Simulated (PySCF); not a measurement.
# C6H8N2O: the cost of one run

Programs: PySCF 2.14.0, with density-fitted response routines of our own. Each step states its level of theory. These are calculated values for one molecule, in the gas phase or a continuum, unless marked as measured. Atoms count from 0, in the outputs and in this text.

**1. The molecule as given**

17 atoms, charge 0, multiplicity 1; geometry from: GFN2-xTB.

Bonds of the start (Å): C0–N1 1.44, N1–C2 1.36, C2–C3 1.40, C3–C4 1.38, C4–C5 1.38, C5–N6 1.35, N6–O7 1.26, N6–C8 1.35, C8–C2 1.39, C0–H9 1.09, C0–H10 1.09, C0–H11 1.09, N1–H12 1.00, C3–H13 1.08, C4–H14 1.08, C5–H15 1.08, C8–H16 1.08.

**2. Relaxing the molecule at PBE0-D3(BJ)/def2-SVP**

The job: settings as JSON, then the geometry in Å.

```
{"job": {"xc": "PBE0", "basis": "def2-SVP", "d3": "d3bj", "grid": 1, "kind": "geom"}, "charge": 0, "multiplicity": 1}
C     -2.520471     0.749848    -0.183547
N     -1.612667    -0.356116    -0.331228
C     -0.285865    -0.302181    -0.042951
C      0.519088    -1.441207    -0.204425
C      1.862605    -1.348269     0.090610
C      2.404424    -0.162681     0.536309
N      1.634677     0.936434     0.695960
O      2.134035     2.015275     1.105094
C      0.317029     0.866400     0.410788
H     -2.552723     1.098476     0.852844
H     -2.223355     1.586713    -0.821811
H     -3.518467     0.432137    -0.473106
H     -1.980523    -1.240404    -0.634365
H      0.084978    -2.364501    -0.553989
H      2.507059    -2.205377    -0.024810
H      3.446738    -0.038214     0.779149
H     -0.223559     1.785697     0.562683
```

Launch:

```
$ OMP_NUM_THREADS=1 python probes_run.py task.json out
```

The driver reads the jobs from task.json and runs them one after another.

Q: Estimate the wall time and peak memory of this first job on 1 thread of Intel Xeon Platinum 8488C, shared host.

About 4 min, with a peak of 0.68 GiB.
